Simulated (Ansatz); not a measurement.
# SrLi3: the cost of one run

Program: Ansatz 0.2.0. Level of theory: DFT PBE, scalar-relativistic, plane waves, PAW. These are calculated values, not measurements.

1 further run of the same task is left out (it didn't finish).

### 1 The system as given

Symmetry: Pmmm, No. 47, orthorhombic system. Conventional cell: a = 2.714 Å, b = 4.565 Å, c = 5.535 Å, α = 90.00°, β = 90.00°, γ = 90.00°. Around Li (site symmetry mm2) lie 6 Li at 2.69 to 2.83 Å and 4 Sr at 2.98 Å. Li (site symmetry mmm) has 6 Li at 2.69 to 2.71 Å and 4 Sr at 3.08 Å as nearest neighbours. Sr (site symmetry mmm) has 2 Sr at 2.71 Å and 12 Li at 2.98 to 3.08 Å as nearest neighbours.

As a file:

```
Li Sr
1.0
     2.71440    0.00000    0.00000
     0.00000    4.56485    0.00000
     0.00000    0.00000    5.53495
Li Sr
3 1
Direct
  0.00000 0.00000 0.25585
  0.00000 0.00000 0.74415
  0.00000 0.50000 0.00000
  0.50000 0.50000 0.50000
```

The cell is invented: 6-connected net of one element, guests in its cages (Pmmm, No. 47). Its size is a rough estimate.

### 2 The guess as it stands, on a coarse mesh

File input.yaml:

```yaml
crystal:
  lattice:
    - [2.71439937, 0.0, 0.0]
    - [0.0, 4.56485174, 0.0]
    - [0.0, 0.0, 5.53495434]
  atoms:
    - { symbol: Li, position: [0.0, 0.0, 0.25585448] }
    - { symbol: Li, position: [0.0, 0.0, 0.74414552] }
    - { symbol: Li, position: [0.0, 0.5, 0.0] }
    - { symbol: Sr, position: [0.5, 0.5, 0.5] }
basis:
  ecutwfc: 420
kpoints:
  mp_grid: { grid: [6, 4, 4] }
hamiltonian:
  xc: pbe
scf:
  occupations: { method: gaussian, width: 0.1 }
  lower_state_search: "off"
output:
  forces: true
  stress: true
  eigenvalues: true
```

On the command line:

```sh
$ ansatz run input.yaml --threads 1 --pin off --max-ram 2560MiB --backend cpu --events-out ev --progress --plain --runs-dir out
```

What time and memory should one allow on 1 thread of Arm Neoverse V1, shared host?

About 2.2 s, with a peak of 0.31 GiB.
